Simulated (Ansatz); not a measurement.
**HfSiH₃+ (quintet): the correlation ladder, def2-TZVPP**

One table from this session's results is given with a row withheld; the runs are named, their logs left out.

Method: def2-TZVPP, core rule «outside noble gas», up to 9 orbitals frozen; program: Ansatz 0.2.0, Gaussian basis.

To be run: UHF; CCSD(T) on ROHF; CCSD(T) on UHF; CCSDT(Q) on ROHF; CCSDT(Q) on UHF.

10 further runs of the same task are left out: 3 for a known fault of the program, 2 that didn't finish, 5 set aside as unsound or not needed.

## The system

The geometry is a PBE0/def2-TZVP stationary point (not a proven minimum) of the parent state, kept for this charge and spin. No spin-orbit coupling is included. Elements past krypton take def2 core potentials.

5 atoms, charge 1, spin multiplicity 5.

Atoms are counted from 1 here; the program's logs count them from 0.

Bond lengths: Hf1–Si2 2.795 Å, Si2–H3 1.495 Å, Si2–H4 1.495 Å, Si2–H5 1.495 Å. Angles: Hf1–Si2–H3 110.0°, Hf1–Si2–H4 106.2°, Hf1–Si2–H5 110.0°, H3–Si2–H4 110.3°, H3–Si2–H5 110.0°, H4–Si2–H5 110.3°.

The first run:

File in.yaml:

```yaml
crystal:
  periodic: [false, false, false]
  atoms:
    - {symbol: Hf, position_ang: [0.000000, -0.000179, 0.421687]}
    - {symbol: Si, position_ang: [0.000000, -0.000820, -2.372815]}
    - {symbol: H, position_ang: [1.224151, -0.689841, -2.882975]}
    - {symbol: H, position_ang: [-0.000057, 1.434267, -2.791360]}
    - {symbol: H, position_ang: [-1.224097, -0.689938, -2.882975]}
basis:
  gaussian: {orbitals: def2-TZVPP}
total_charge: 1
magnetization: {spin_polarized: true, initial_magnetization: 4}
hamiltonian: {xc: hf}
output: {orbitals: {seedname: orbitals}}
```

The run is started by

```sh
$ ansatz run in.yaml --threads 1 --pin off --events-out ev --progress --plain --max-ram 4096MiB --backend cpu
```

Among the steps run: UHF; CCSD(T) on ROHF; CCSD(T) on UHF; CCSDT(Q) on ROHF; CCSDT(Q) on UHF.

One of the session's tables, all rows but one given; the rest of the session is left out.

It belongs to the step «Misses and costs». 

```
   method  from RCCSDT(Q) (meV)
     ROHF               +4890.1
      UHF               +4730.8
     RMP2               +1059.0
     UMP2                     ?
    RCCSD                +167.7
    UCCSD                 +62.7
 RCCSD(T)                 +36.9
 UCCSD(T)                 -65.8
   RCCSDT                  +3.9
   UCCSDT                 -96.8
RCCSDT(Q)                     0
UCCSDT(Q)                -100.8
```

**Question.** Estimate the row for UMP2.

The run gave: from RCCSDT(Q) (meV): +945.5. In the column «from RCCSDT(Q) (meV)» it lies between RCCSD (+167.7) and RMP2 (+1059.0).

Caveats from the session: Restricted and unrestricted rows rest on different reference determinants; where their highest levels disagree by more than a few hundredths of an eV, they describe different states and don't form one ladder.
